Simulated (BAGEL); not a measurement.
**B3LYP/6-31G(d) (density fitting with qzvpp-jkfit, spherical functions) run of C2H6OSi (SMILES C=C[SiH2]O)**

Aim: the energy change on altering one bond length of C2H6OSi at B3LYP/6-31G* (density fitting with qzvpp-jkfit, spherical functions), from 2 runs. 

The calculation is run with BAGEL 1.2.2.

**1. The molecule**

C2H6OSi: 10 atoms, total charge 0, spin state singlet. As SMILES, `C=C[SiH2]O`. Geometry: relaxed at PBE0-D4/def2-TZVP. This is one conformer, not always the lowest.

Bond lengths: C1–C2 1.330 Å, C2–Si3 1.857 Å, Si3–O4 1.649 Å, C1–H5 1.087 Å, C1–H6 1.086 Å, C2–H7 1.090 Å, Si3–H8 1.491 Å, Si3–H9 1.484 Å, O4–H10 0.958 Å. Some angles: C1–C2–Si3 122.9°, C2–Si3–O4 111.4°, C1–C2–H7 118.3°, Si3–C2–H7 118.9°, C2–C1–H5 121.4°, C2–C1–H6 122.4°, C2–Si3–H8 108.7°, C2–Si3–H9 111.0°, O4–Si3–H8 111.1°, O4–Si3–H9 105.7°.

**2. A single-point energy at B3LYP/6-31G(d) (density fitting with qzvpp-jkfit, spherical functions)**

input.json reads:

```json
{ "bagel" : [

{
  "title" : "molecule",
  "basis" : "6-31gs.json",
  "df_basis" : "qzvpp-jkfit",
  "angstrom" : true,
  "geometry" : [
    { "atom" : "C", "xyz" : [    0.469400,    1.339200,   -0.818800 ] },
    { "atom" : "C", "xyz" : [    0.221400,    0.866200,    0.399700 ] },
    { "atom" : "Si", "xyz" : [   -0.462400,   -0.834200,    0.700700 ] },
    { "atom" : "O", "xyz" : [   -0.544600,   -1.704600,   -0.697700 ] },
    { "atom" : "H", "xyz" : [    0.269300,    0.747200,   -1.707800 ] },
    { "atom" : "H", "xyz" : [    0.873500,    2.333700,   -0.985800 ] },
    { "atom" : "H", "xyz" : [    0.435100,    1.506700,    1.255300 ] },
    { "atom" : "H", "xyz" : [    0.393300,   -1.520900,    1.710800 ] },
    { "atom" : "H", "xyz" : [   -1.852500,   -0.765700,    1.214600 ] },
    { "atom" : "H", "xyz" : [    0.280700,   -2.019000,   -1.068100 ] }
  ]
},
{
  "title" : "ks",
  "xc_func" : "b3lyp",
  "charge" : 0
},
{
  "title" : "print",
  "file" : "orbitals.molden",
  "orbitals" : true
}

]}
```

The basis set 6-31G* is read from a file made from the Basis Set Exchange's data (not shown).

Started as:

```console
$ BAGEL_NUM_THREADS=1 BAGEL input.json > input.out
```

Log:

```text
* using 1 threads per process

  ===============================================================
  ===============================================================

  *** Geometry ***

  { "atom" : "C", "xyz" : [      0.887037,      2.530721,     -1.547308 ] },
  { "atom" : "C", "xyz" : [      0.418385,      1.636881,      0.755324 ] },
  { "atom" : "Si", "xyz" : [     -0.873809,     -1.576410,      1.324131 ] },
  { "atom" : "O", "xyz" : [     -1.029145,     -3.221227,     -1.318462 ] },
  { "atom" : "H", "xyz" : [      0.508903,      1.412003,     -3.227274 ] },
  { "atom" : "H", "xyz" : [      1.650676,      4.410054,     -1.862892 ] },
  { "atom" : "H", "xyz" : [      0.822220,      2.847250,      2.372173 ] },
  { "atom" : "H", "xyz" : [      0.743229,     -2.874084,      3.232943 ] },
  { "atom" : "H", "xyz" : [     -3.500718,     -1.446963,      2.295261 ] },
  { "atom" : "H", "xyz" : [      0.530446,     -3.815357,     -2.018416 ] },

  Number of auxiliary basis functions:      463

  Since a DF basis is specified, we compute 2- and 3-index integrals:
    o Being stored without compression. Storage requirement is 0.019 GB

  Number of basis functions:       72
  Number of electrons      :       40

    * METHOD: MOLECULE                             0.22

  *** Kohn-Sham DFT ***

    * Removing 18073 points whose weight is below 1.00e-10
    * Grid points: 130987

  === Nuclear Repulsion ===
   160.2878263698

       - DIIS with orbital gradients will be used.

  === KS iteration (b3lyp / 6-31gs.json) ===
      0       -411.83250629          0.15291432           0.39
      1       -379.02955215          0.15474626           0.37
      2       -380.86646650          0.21833049           0.37
      3       -426.03481917          0.13343336           0.37
      4       -441.14026122          0.06399578           0.36
      5       -444.30998814          0.02341339           0.37
      6       -444.46996871          0.01377835           0.37
      7       -444.53140106          0.00525539           0.37
      8       -444.54209822          0.00077385           0.38
      9       -444.54231705          0.00034095           0.37
     10       -444.54236308          0.00007629           0.37
     11       -444.54236529          0.00002775           0.37
     12       -444.54236556          0.00000666           0.37
     13       -444.54236557          0.00000240           0.38
     14       -444.54236557          0.00000157           0.38
     15       -444.54236557          0.00000022           0.38
     16       -444.54236557          0.00000006           0.38
     17       -444.54236557          0.00000002           0.38
     18       -444.54236557          0.00000001           0.38
    * SCF iteration converged.

    * Permanent dipole moment:
           (   -0.647621,    -0.169758,     0.113315) a.u.

    * METHOD: KS                                   7.88

    * METHOD: PRINT                                0.01

  ===============================================================
```

Wall time 8.4 s (1 thread of Arm Neoverse V1, shared host); peak memory 0.45 GiB.

**3. The distorted shape, same level**

input.json reads:

```json
{ "bagel": [

{
  "title": "molecule",
  "basis": "6-31gs.json",
  "df_basis": "qzvpp-jkfit",
  "angstrom": true,
  "geometry": [
    { "atom": "C", "xyz": [    0.886410,    1.318651,   -0.972963 ] },
    { "atom": "C", "xyz": [    0.638410,    0.845651,    0.245537 ] },
    { "atom": "Si", "xyz": [   -0.045390,   -0.854749,    0.546537 ] },
    { "atom": "O", "xyz": [   -0.127590,   -1.725149,   -0.851863 ] },
    { "atom": "H", "xyz": [    0.686310,    0.726651,   -1.861963 ] },
    { "atom": "H", "xyz": [    1.290510,    2.313151,   -1.139963 ] },
    { "atom": "H", "xyz": [    0.852110,    1.486151,    1.101137 ] },
    { "atom": "H", "xyz": [    0.810310,   -1.541449,    1.556637 ] },
    { "atom": "H", "xyz": [   -1.852500,   -0.765700,    1.214600 ] },
    { "atom": "H", "xyz": [    0.697710,   -2.039549,   -1.222263 ] }
  ]
},
{
  "title": "ks",
  "xc_func": "b3lyp"
},
{
  "title": "print",
  "file": "orbitals.molden",
  "orbitals": true
}

]}
```

The basis set 6-31G* is read from a file made from the Basis Set Exchange's data (not shown).

Started as:

```console
$ BAGEL_NUM_THREADS=1 BAGEL input.json > input.out
```

Log:

```text
* using 1 threads per process

  ===============================================================
  ===============================================================

  *** Geometry ***

  { "atom" : "C", "xyz" : [      1.675072,      2.491889,     -1.838634 ] },
  { "atom" : "C", "xyz" : [      1.206420,      1.598049,      0.463998 ] },
  { "atom" : "Si", "xyz" : [     -0.085775,     -1.615242,      1.032805 ] },
  { "atom" : "O", "xyz" : [     -0.241110,     -3.260059,     -1.609788 ] },
  { "atom" : "H", "xyz" : [      1.296938,      1.373171,     -3.518600 ] },
  { "atom" : "H", "xyz" : [      2.438710,      4.371222,     -2.154218 ] },
  { "atom" : "H", "xyz" : [      1.610255,      2.808418,      2.080847 ] },
  { "atom" : "H", "xyz" : [      1.531264,     -2.912916,      2.941618 ] },
  { "atom" : "H", "xyz" : [     -3.500718,     -1.446963,      2.295261 ] },
  { "atom" : "H", "xyz" : [      1.318481,     -3.854189,     -2.309742 ] },

  Number of auxiliary basis functions:      463

  Since a DF basis is specified, we compute 2- and 3-index integrals:
    o Being stored without compression. Storage requirement is 0.019 GB

  Number of basis functions:       72
  Number of electrons      :       40

    * METHOD: MOLECULE                             0.22

  *** Kohn-Sham DFT ***

    * Removing 17729 points whose weight is below 1.00e-10
    * Grid points: 131331

  === Nuclear Repulsion ===
   158.6427541462

       - DIIS with orbital gradients will be used.

  === KS iteration (b3lyp / 6-31gs.json) ===
      0       -412.47417463          0.15413757           0.41
      1       -380.11706064          0.15292828           0.38
      2       -376.66367142          0.23161710           0.38
      3       -424.85105853          0.13547032           0.38
      4       -440.43435289          0.07354041           0.38
      5       -443.97221865          0.03331438           0.38
      6       -444.42476683          0.01461534           0.38
      7       -444.48193144          0.00799141           0.37
      8       -444.50419963          0.00195093           0.38
      9       -444.50582055          0.00038657           0.38
     10       -444.50586663          0.00017233           0.38
     11       -444.50587661          0.00003659           0.38
     12       -444.50587718          0.00000912           0.38
     13       -444.50587722          0.00000173           0.38
     14       -444.50587722          0.00000058           0.37
     15       -444.50587722          0.00000039           0.38
     16       -444.50587722          0.00000009           0.38
     17       -444.50587722          0.00000003           0.39
     18       -444.50587722          0.00000001           0.39
    * SCF iteration converged.

    * Permanent dipole moment:
           (   -0.969783,    -0.192477,     0.259814) a.u.

    * METHOD: KS                                   7.98

    * METHOD: PRINT                                0.01

  ===============================================================
```

Wall time 8.4 s (1 thread of Arm Neoverse V1, shared host); peak memory 0.45 GiB.

**4. Results**

Level: B3LYP/6-31G* (density fitting with qzvpp-jkfit, spherical functions).

| quantity | value |
| --- | --- |
| first shape: total energy | -444.54237 Eh |
| first shape: dipole moment | 1.73 D |
| first shape: HOMO energy | -7.43 eV |
| first shape: LUMO energy | -0.14 eV |
| first shape: HOMO–LUMO gap | 7.28 eV |
| distorted shape: total energy | -444.50588 Eh |
| distorted shape: dipole moment | 2.60 D |
| distorted shape: HOMO energy | -7.36 eV |
| distorted shape: LUMO energy | -0.58 eV |
| distorted shape: HOMO–LUMO gap | 6.78 eV |
| energy change with the Si3–H9 bond stretched from 1.484 to 1.929 Å | 0.993 eV |

What this shows: With the Si3–H9 bond stretched from 1.484 to 1.929 Å the energy rises by 0.99 eV (95.8 kJ/mol). The first shape isn't relaxed at this level, so the change isn't measured from a minimum.
